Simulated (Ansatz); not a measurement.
# W: the cost of one run

Method: DFT r2SCAN, scalar-relativistic, plane waves, PAW, in Ansatz 0.2.0.

## Step 1: The system as given

Symmetry: Fm-3m, No. 225, cubic system. The conventional cell has a = 4.060 Å, b = 4.060 Å, c = 4.060 Å, α = 90.00°, β = 90.00°, γ = 90.00°. W (site symmetry m-3m) is surrounded by 12 W at 2.87 Å.

As a file:

```
W
1.0
     0.00000    2.03000    2.03000
     2.03000    0.00000    2.03000
     2.03000    2.03000    0.00000
W
1
Direct
  0.00000 0.00000 0.00000
```

No relaxation comes first: the listed cell is the starting point.

## Step 2: Zero of energy

The reference gives a free energy of -10396.7317 eV, pressure -9.00 GPa, largest force 0.000 eV/Å and gap on the mesh none (metal). It was computed beforehand with the settings of the runs below.

## Step 3: Setting up a tetragonal deformation path

At fixed volume and fractional coordinates, lengths along (0.000, 0.000, 1.000) are scaled against those across it; ρ is that ratio over its starting value.

## Step 4: At ρ = 0.707

Input file input.yaml:

```yaml
crystal:
  lattice:
    - [0.0, 2.2787126677, 1.6110498561]
    - [2.2787126677, 0.0, 1.6110498561]
    - [2.2787126677, 2.2787126677, 0.0]
  atoms:
    - { symbol: W, position: [0.0, 0.0, 0.0] }
basis:
  ecutwfc: 500
kpoints:
  mp_grid: { grid: [22, 22, 22] }
hamiltonian:
  xc: r2scan
scf:
  occupations: { method: gaussian, width: 0.15 }
output:
  forces: true
  stress: true
  eigenvalues: true
  write_density: true
  write_potential: true
  elf: true
  volumetric_format: npy
```

Launch:

```bash
ansatz run input.yaml --threads 1 --pin off --max-ram 2560MiB --backend cpu --events-out ev --progress --plain --runs-dir out
```

Q: Estimate wall time and peak memory on 1 thread of Intel Xeon 6975P-C (Granite Rapids), shared host.

About 11 s, with a peak of 0.53 GiB.
